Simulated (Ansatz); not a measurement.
# H4OSiSn (SMILES [O]1[SiH2][SnH2]1): one structure at several levels

How do the functionals fare away from a minimum? The structure is a structure displaced at random from a GFN2-xTB minimum.

Program: Ansatz 0.2.0, Gaussian basis. Level of theory: single points in def2-TZVPP. These are calculated values, not measurements.

Correlated methods freeze the cores. Filled d shells of the heavier atoms are correlated. Core potentials replace the inner electrons past krypton, and spin-orbit coupling is left out.

## Step 1: Where the work starts

7 atoms, charge 0, spin multiplicity 1.

Atoms are counted from 1 here; the program's logs count them from 0.

Bond lengths: O1–Si2 1.524 Å, Si2–H4 1.446 Å, Si2–H5 1.428 Å, Sn3–H6 1.842 Å, Sn3–H7 1.830 Å. Angles: O1–Si2–H4 120.8°, O1–Si2–H5 123.7°, H4–Si2–H5 115.4°, H6–Sn3–H7 85.8°.

As a file:

```csv
atom,x (Å),y (Å),z (Å)
O1,-0.3464,1.0257,-0.9641
Si2,-0.6221,-0.4721,-1.0116
Sn3,0.8950,1.5112,1.1941
H4,-1.8584,-1.0153,-0.4936
H5,0.2640,-1.4233,-1.6027
H6,-0.2620,0.3466,2.0299
H7,1.9326,0.0383,0.8710
```

## Step 2: CCSD(T)/def2-TZVPP

File run/in.yaml:

```yaml
crystal:
  periodic: [false, false, false]
  atoms:
    - {symbol: O, position_ang: [-0.346400, 1.025700, -0.964100]}
    - {symbol: Si, position_ang: [-0.622100, -0.472100, -1.011600]}
    - {symbol: Sn, position_ang: [0.895000, 1.511200, 1.194100]}
    - {symbol: H, position_ang: [-1.858400, -1.015300, -0.493600]}
    - {symbol: H, position_ang: [0.264000, -1.423300, -1.602700]}
    - {symbol: H, position_ang: [-0.262000, 0.346600, 2.029900]}
    - {symbol: H, position_ang: [1.932600, 0.038300, 0.871000]}
basis:
  gaussian: {orbitals: def2-TZVPP}
correlation: {method: ccsd_t}
output: {forces: true}
```

The command line of these runs was not kept.

## Step 3: PBE0-D4/def2-TZVPP

run/in.yaml, as its differences from that of step 2:

```diff
@@ -12,3 +12,3 @@
   gaussian: {orbitals: def2-TZVPP}
-correlation: {method: ccsd_t}
-output: {forces: true}
+hamiltonian: {xc: pbe0, dispersion: d4}
+output: {forces: true, orbitals: {seedname: orbitals}}
```

## Step 4: wB97M-V/def2-TZVPP

run/in.yaml, as its differences from that of step 3:

```diff
@@ -12,3 +12,3 @@
   gaussian: {orbitals: def2-TZVPP}
-hamiltonian: {xc: pbe0, dispersion: d4}
-output: {forces: true, orbitals: {seedname: orbitals}}
+hamiltonian: {xc: {name: wB97M-V}}
+output: {forces: true}
```

## Step 5: r2SCAN-D4/def2-TZVPP

run/in.yaml, as its differences from that of step 4:

```diff
@@ -12,3 +12,3 @@
   gaussian: {orbitals: def2-TZVPP}
-hamiltonian: {xc: {name: wB97M-V}}
+hamiltonian: {xc: r2scan, dispersion: d4}
 output: {forces: true}
```

## Step 6: PBE-D4/def2-TZVPP

run/in.yaml, as its differences from that of step 5:

```diff
@@ -12,3 +12,3 @@
   gaussian: {orbitals: def2-TZVPP}
-hamiltonian: {xc: r2scan, dispersion: d4}
+hamiltonian: {xc: pbe, dispersion: d4}
 output: {forces: true}
```

## Step 7: LC-wPBE/def2-TZVPP

run/in.yaml, as its differences from that of step 6:

```diff
@@ -12,3 +12,3 @@
   gaussian: {orbitals: def2-TZVPP}
-hamiltonian: {xc: pbe, dispersion: d4}
+hamiltonian: {xc: {name: LC-wPBE}}
 output: {forces: true}
```

## Step 8: wB97X-V/def2-TZVPP

run/in.yaml, as its differences from that of step 7:

```diff
@@ -12,3 +12,3 @@
   gaussian: {orbitals: def2-TZVPP}
-hamiltonian: {xc: {name: LC-wPBE}}
+hamiltonian: {xc: {name: wB97X-V}}
 output: {forces: true}
```

(Steps that only read results are left out.)

What does the calculation give? Wanted: energy less free atoms, CCSD(T)/def2-TZVPP; RMS force component; RMS force error; HOMO and LUMO, PBE0-D4; T1 diagnostic.

**Answer**, as computed:

| quantity | value |
| --- | --- |
| energy less free atoms, CCSD(T)/def2-TZVPP | -1838.7 kJ/mol |
| RMS force component | 0.436 to 0.633 eV/Å over the methods |
| RMS force error | PBE0-D4 0.125, wB97M-V 0.115, r2SCAN-D4 0.091, PBE-D4 0.267, LC-wPBE 0.226, wB97X-V 0.148 eV/Å |
| HOMO and LUMO, PBE0-D4 | -6.34 and -2.62 eV |
| T1 diagnostic | 0.019 |

In words: Against CCSD(T) the functionals' energies less atoms differ by -63.6 to +7.8 kJ/mol, PBE-D4 by -62.3 kJ/mol. The reference is not at the basis limit: in triple zeta CCSD(T) underbinds, which counts against methods that bind more; the gaps are no ranking. On forces the order runs from r2SCAN-D4 to PBE-D4. Frozen-core CCSD(T) forces in triple zeta carry basis errors of their own, and this is one geometry, so small gaps rank nothing.
